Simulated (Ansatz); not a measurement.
**C4H13AlO: basis-set convergence**

One table from this session's results is given with a row withheld; the runs are named, their logs left out.

Method: one geometry, several basis sets; program: Ansatz 0.2.0, Gaussian basis.

Plan: PBE0-D4/def2-SVP; ωB97M-V/def2-SVP; PBE0-D4/def2-QZVPP; ωB97M-V/def2-QZVPP; the functionals' def2-TZVPP values are taken from earlier runs.

### The relaxed structure

An earlier PBE0-D4 in a triple-zeta def2 set relaxation fixed the geometry.

19 atoms, charge 0, spin multiplicity 1.

Atoms are counted from 1 here; the program's logs count them from 0.

Bond lengths: C1–O2 1.422 Å, C1–H7 1.093 Å, C1–H8 1.094 Å, C1–H9 1.088 Å, O2–C3 1.423 Å, O2–Al4 2.005 Å, C3–H10 1.088 Å, C3–H11 1.094 Å, C3–H12 1.093 Å, Al4–C5 1.976 Å, Al4–C6 1.973 Å, Al4–H13 1.608 Å, C5–H14 1.096 Å, C5–H15 1.096 Å, C5–H16 1.096 Å, C6–H17 1.095 Å, C6–H18 1.096 Å, C6–H19 1.096 Å. Angles: O2–C1–H7 109.4°, O2–C1–H8 110.4°, O2–C1–H9 107.2°, H7–C1–H8 110.0°, H7–C1–H9 109.9°, H8–C1–H9 110.0°, C1–O2–C3 113.2°, C1–O2–Al4 118.6°, C3–O2–Al4 117.5°, O2–C3–H10 106.7°, O2–C3–H11 110.3°, O2–C3–H12 109.3°, H10–C3–H11 110.1°, H10–C3–H12 110.3°, H11–C3–H12 110.0°, O2–Al4–C5 101.0°, O2–Al4–C6 101.1°, O2–Al4–H13 96.1° and more.

Set-up of the first run:

in.yaml reads:

```yaml
crystal:
  periodic: [false, false, false]
  atoms:
    - {symbol: C, position_ang: [0.326342, -1.575744, 0.843181]}
    - {symbol: O, position_ang: [0.922332, -0.423481, 0.260484]}
    - {symbol: C, position_ang: [1.953163, -0.736091, -0.669702]}
    - {symbol: Al, position_ang: [-0.241127, 1.158374, -0.145764]}
    - {symbol: C, position_ang: [-1.340469, 0.446190, -1.625182]}
    - {symbol: C, position_ang: [-1.118693, 1.441636, 1.598149]}
    - {symbol: H, position_ang: [1.092349, -2.156697, 1.362375]}
    - {symbol: H, position_ang: [-0.149734, -2.188736, 0.072460]}
    - {symbol: H, position_ang: [-0.419498, -1.226620, 1.554112]}
    - {symbol: H, position_ang: [2.334144, 0.211483, -1.045583]}
    - {symbol: H, position_ang: [1.552423, -1.333234, -1.493889]}
    - {symbol: H, position_ang: [2.746022, -1.287610, -0.158685]}
    - {symbol: H, position_ang: [0.955325, 2.151320, -0.556271]}
    - {symbol: H, position_ang: [-0.745634, 0.128217, -2.488660]}
    - {symbol: H, position_ang: [-1.963542, -0.403775, -1.323647]}
    - {symbol: H, position_ang: [-2.029334, 1.214393, -1.994793]}
    - {symbol: H, position_ang: [-0.410469, 1.429078, 2.433781]}
    - {symbol: H, position_ang: [-1.910843, 0.717937, 1.819419]}
    - {symbol: H, position_ang: [-1.594458, 2.429060, 1.614617]}
basis:
  gaussian: {orbitals: def2-SVP}
hamiltonian: {xc: pbe0, dispersion: d4}
output: {orbitals: {seedname: orbitals}}
```

On the command line:

```console
$ ansatz run in.yaml --threads 8 --pin off --events-out ev --progress --plain --max-ram 18278MiB
```

Among the steps run: PBE0-D4 in def2-SVP; ωB97M-V in def2-SVP; PBE0-D4 in def2-QZVPP; ωB97M-V in def2-QZVPP.

One table of the session follows, with a row left open; its other results are not shown here.

It belongs to the step «Density functionals: the series». 

```
functional       basis  HOMO (eV)  LUMO (eV)
   PBE0-D4    def2-SVP      -6.83       1.04
   PBE0-D4  def2-TZVPP      -6.90       0.64
   PBE0-D4  def2-QZVPP      -6.91       0.26
   ωB97M-V    def2-SVP      -9.07       2.72
   ωB97M-V  def2-TZVPP          ?          ?
   ωB97M-V  def2-QZVPP      -9.17       1.36
```

**Question.** Estimate the row for ωB97M-V, def2-TZVPP.

As computed: HOMO (eV): -9.16; LUMO (eV): 2.11. In the column «HOMO (eV)» it lies between ωB97M-V, def2-QZVPP (-9.17) and ωB97M-V, def2-SVP (-9.07).
